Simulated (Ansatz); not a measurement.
# GeH4: the cost of one run

Program: Ansatz 0.2.0. Level of theory: the levels named in each step. These are calculated values, not measurements.

## 1. Starting point

Bond lengths: Ge1–H2 1.483 Å, Ge1–H3 1.483 Å, Ge1–H4 1.483 Å, Ge1–H5 1.483 Å. Angles: H2–Ge1–H3 109.5°, H2–Ge1–H4 109.5°, H2–Ge1–H5 109.5°, H3–Ge1–H4 109.5°, H3–Ge1–H5 109.5°, H4–Ge1–H5 109.5°.

As a file:

```xyz
5

Ge    0.0000    0.0000    0.0000
H    -0.5979   -0.8538   -1.0543
H     0.5512   -0.8574    1.0765
H    -1.0417    0.8920    0.5632
H     1.0883    0.8190   -0.5855
```

## 2. A rough first relaxation, PBE-D4/def2-SVPD

File input.yaml:

```yaml
crystal:
  periodic: [false, false, false]
  atoms:
    - { symbol: Ge, position_ang: [0.0, 0.0, 0.0] }
    - { symbol: H, position_ang: [-0.5979, -0.85379, -1.05428] }
    - { symbol: H, position_ang: [0.55121, -0.85741, 1.07655] }
    - { symbol: H, position_ang: [-1.04166, 0.89203, 0.56319] }
    - { symbol: H, position_ang: [1.08833, 0.81898, -0.58545] }
basis:
  gaussian: { orbitals: def2-SVPD }
hamiltonian:
  xc: pbe
  dispersion: d4
relax:
  f_tol: 0.03
  max_steps: 200
```

Launch:

```bash
> ansatz run input.yaml --threads 4 --pin off --max-ram 10240MiB --backend cpu --events-out ev --progress --plain --runs-dir out
```

Q: Estimate wall time and peak memory on 4 threads of Intel Xeon Platinum 8259CL at 2.50GHz (Skylake/Cascade Lake), shared host.

About 1.5 s, with a peak of 0.13 GiB.
